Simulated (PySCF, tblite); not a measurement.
# C3H7NSSi2: geometry, infrared bands and NMR shifts

Aim: predict the infrared bands and NMR shifts of C3H7NSSi2 (`N#C/C=C/[SiH2]S[SiH3]`).

Programs: tblite 0.8.0 and PySCF 2.14.0, with density-fitted response routines of our own. Each step states its level of theory. These are calculated values for one molecule in the gas phase, unless marked as measured. Atoms are numbered from 0 throughout.

## 1. The starting structure

14 atoms, charge 0, multiplicity 1; geometry from: force field or distance geometry start.

Bonds of the start (Å): N0–C1 1.15, C1–C2 1.44, C2–C3 1.35, C3–Si4 1.83, Si4–S5 2.12, S5–Si6 2.14, C2–H7 1.08, C3–H8 1.07, Si4–H9 1.48, Si4–H10 1.49, Si6–H11 1.47, Si6–H12 1.49, Si6–H13 1.49.

## 2. Relaxing the molecule with GFN2-xTB

What the job is given:

```
{"job": {"kind": "relax", "xc": "GFN2-xTB", "basis": "xTB"}, "charge": 0, "multiplicity": 1}
N     -4.898800     0.246100     0.384900
C     -3.776400     0.023100     0.341300
C     -2.369100    -0.269500     0.301300
C     -1.520000     0.515100    -0.393800
Si     0.283900     0.246300    -0.525300
S      1.041000    -0.167300     1.412500
Si     3.075400    -0.318000     0.764900
H     -2.041600    -1.138200     0.851400
H     -1.869400     1.379800    -0.919600
H      0.915100     1.471000    -1.068100
H      0.545700    -0.909900    -1.421200
H      3.497400     0.963000     0.170000
H      3.921300    -0.627500     1.952300
H      3.194800    -1.414700    -0.230000
```

Started as:

```console
$ OMP_NUM_THREADS=1 python probes_run.py task.json out
```

This one command runs all jobs of the session in turn.

**Question.** This job is followed by: GFN2-xTB harmonic vibrations, gas phase; GIAO PBE0/pcSseg-1 NMR shielding, non-relativistic, gas phase. Predict these results of the whole session: strongest single infrared mode (GFN2-xTB); zero-point energy (GFN2-xTB); 13C shifts against TMS (PBE0/pcSseg-1); 1H shifts against TMS (PBE0/pcSseg-1, means over atoms taken as alike); 15N shifts against NH3 (PBE0/pcSseg-1); 29Si shifts against TMS (PBE0/pcSseg-1); 33S shifts against CS2 (PBE0/pcSseg-1); surface potential, 1st and 99th percentile.

**Answer**, as computed:

| quantity | value |
| --- | --- |
| strongest single infrared mode (GFN2-xTB) | 790 cm⁻¹, 506 km/mol |
| zero-point energy (GFN2-xTB) | 52.1 kcal/mol |
| 13C shifts against TMS (PBE0/pcSseg-1) | 154.5, 127.3, 122.2 ppm |
| 1H shifts against TMS (PBE0/pcSseg-1, means over atoms taken as alike) | 7.27, 6.35, 5.10, 4.75 ppm |
| 15N shifts against NH3 (PBE0/pcSseg-1) | 325.1 ppm |
| 29Si shifts against TMS (PBE0/pcSseg-1) | -33.0, -59.2 ppm |
| 33S shifts against CS2 (PBE0/pcSseg-1) | -348 ppm |
| surface potential, 1st and 99th percentile | -1.70 V and 1.80 V |

Over 130 steps the energy fell by 0.215 eV; of the close pairs, C3–Si4 changed most, 1.829 to 1.877 Å. No mode is imaginary among the 36: a minimum at this level. The strongest single mode, at 790 cm⁻¹, is carried by H13, H11, H9, H10. Unscaled tight-binding wavenumbers are off by several per cent, some by more. Its intensities can rank the bands wrongly. At PBE0/pcSseg-1: Shielding is most anisotropic at N0 (span 417 ppm, paramagnetic term -396 ppm). By nearest atom (PBE0/pcSseg-1), the HOMO sits on S5 79 % and the LUMO on C3 31 %; C2 23 %.
